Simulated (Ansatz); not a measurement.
# TiMoSe4: the cost of one run

Program: Ansatz 0.2.0. Level of theory: DFT PBE, scalar-relativistic, plane waves, PAW, unless a step names another level. These are calculated values, not measurements.

9 further runs of the same task are left out: 3 that didn't finish, 6 set aside as unsound or not needed.

## 1. The formula and the candidates

Pauling electronegativities: Ti 1.54, Mo 2.16, Se 2.55 (spread 1.01). The formula balances with common oxidation states: Mo +6, Ti +2, Se -2. Tabulated atomic sizes suggest about 23 Å³/atom. 26 candidates were drawn, by swapping species into database cells of other compounds, at random by space group and Wyckoff sites, or by hand, as the table says:

```
name                                                      made from  space group no.                    Wyckoff sites  atoms (primitive cell)  V (Å³/atom)
 c01                                                         random              215              Ti 1a; Mo 1b; Se 4e                       6         24.3
 c02                                         database cell of H4BrN              215              Ti 1b; Mo 1a; Se 4e                       6         20.5
 c03            built by hand: 1T-TiSe2/1H-MoSe2 alternating layers              156  Ti 1a; Mo 1b; Se 1b, 1c, 1a, 1a                       6         23.1
 c04                                       database cell of MnFeSi4              123          Ti 1b; Mo 1a; Se 2h, 2h                       6         21.8
 c05                                         database cell of LiBH4              216             Ti 4a; Mo 4b; Se 16e                       6         22.6
 c06                                                         random              123              Ti 1b; Mo 1d; Se 4n                       6         24.9
 c07                                        database cell of NbWSe4              187          Ti 1b; Mo 1e; Se 2i, 2g                       6         22.2
 c08                                                         random              123          Ti 1b; Mo 1a; Se 2e, 2f                       6         29.0
 c09        built by hand: 1T CdI2-type with in-layer Ti/Mo stripes               10          Ti 1a; Mo 1e; Se 2m, 2n                       6         23.1
 c10                                                         random              139          Ti 2a; Mo 2b; Se 4d, 4e                       6         25.0
 c11                                       database cell of SrCaSi4              164          Ti 1a; Mo 1b; Se 2d, 2d                       6         28.3
 c12                                       database cell of Be4SiNi              216             Ti 4c; Mo 4a; Se 16e                       6         23.4
 c13                                                         random              123              Ti 1a; Mo 1c; Se 4k                       6         27.1
 c14                                         database cell of VSnO4               65          Ti 2b; Mo 2d; Se 4g, 4j                       6         20.4
 c15                                                         random              191              Ti 1a; Mo 1b; Se 4h                       6         24.2
 c16                                       database cell of NdGaCo4              187          Ti 1a; Mo 1c; Se 1e, 3k                       6         24.2
 c17                                                         random              139          Ti 2b; Mo 2a; Se 4c, 4d                       6         25.5
 c18                                        database cell of TlBiF4              123              Ti 1d; Mo 1a; Se 4i                       6         23.1
 c19       built by hand: 2H-MoS2 with alternating Ti and Mo layers              187          Ti 1a; Mo 1d; Se 2h, 2g                       6         23.1
 c20                                                         random              191          Ti 1b; Mo 1a; Se 2c, 2d                       6         28.3
 c21             built by hand: 2H-MoS2 with in-layer Ti/Mo stripes               51          Ti 2e; Mo 2f; Se 4j, 4i                      12         23.1
 c22  built by hand: 1T CdI2-type with alternating Ti and Mo layers              164          Ti 1a; Mo 1b; Se 2d, 2d                       6         23.1
 c23                                       database cell of LaInPt4              216             Ti 4a; Mo 4c; Se 16e                       6         22.9
 c24                                       database cell of HfZrFe4              216             Ti 4d; Mo 4a; Se 16e                       6         26.0
 c25                                                         random              191          Ti 1b; Mo 1a; Se 2d, 2e                       6         24.7
 c26                                        database cell of TaWSe4              187          Ti 1f; Mo 1e; Se 2h, 2g                       6         22.4
```

## 2. Screening run of c03

File input.yaml:

```yaml
crystal:
  lattice:
    - [3.42, 0.0, 0.0]
    - [-1.71, 2.96180688, 0.0]
    - [0.0, 0.0, 13.68]
  atoms:
    - { symbol: Ti, position: [0.0, 0.0, 0.0], spin: 1.0 }
    - { symbol: Mo, position: [0.33333333, 0.66666667, 0.5], spin: 1.0 }
    - { symbol: Se, position: [0.33333333, 0.66666667, 0.113] }
    - { symbol: Se, position: [0.66666667, 0.33333333, 0.887] }
    - { symbol: Se, position: [0.0, 0.0, 0.378] }
    - { symbol: Se, position: [0.0, 0.0, 0.622] }
basis:
  ecutwfc: 420
kpoints:
  mp_grid: { grid: [4, 4, 1] }
hamiltonian:
  xc: pbe
scf:
  occupations: { method: gaussian, width: 0.15 }
  lower_state_search: "off"
output:
  forces: true
  stress: true
  eigenvalues: true
  populations: true
magnetization:
  spin_polarized: true
relax:
  adjacent_minimum: "off"
  f_tol: 0.08
  max_steps: 16
  cell: { stress_tol: 0.8 }
```

Command:

```bash
ansatz run input.yaml --threads 1 --pin off --max-ram 2560MiB --backend cpu --events-out ev --progress --plain --runs-dir out
```

What time and memory should one allow on 1 thread of Intel Xeon at 2.70GHz, shared host?

About 50 s, with a peak of 0.47 GiB.
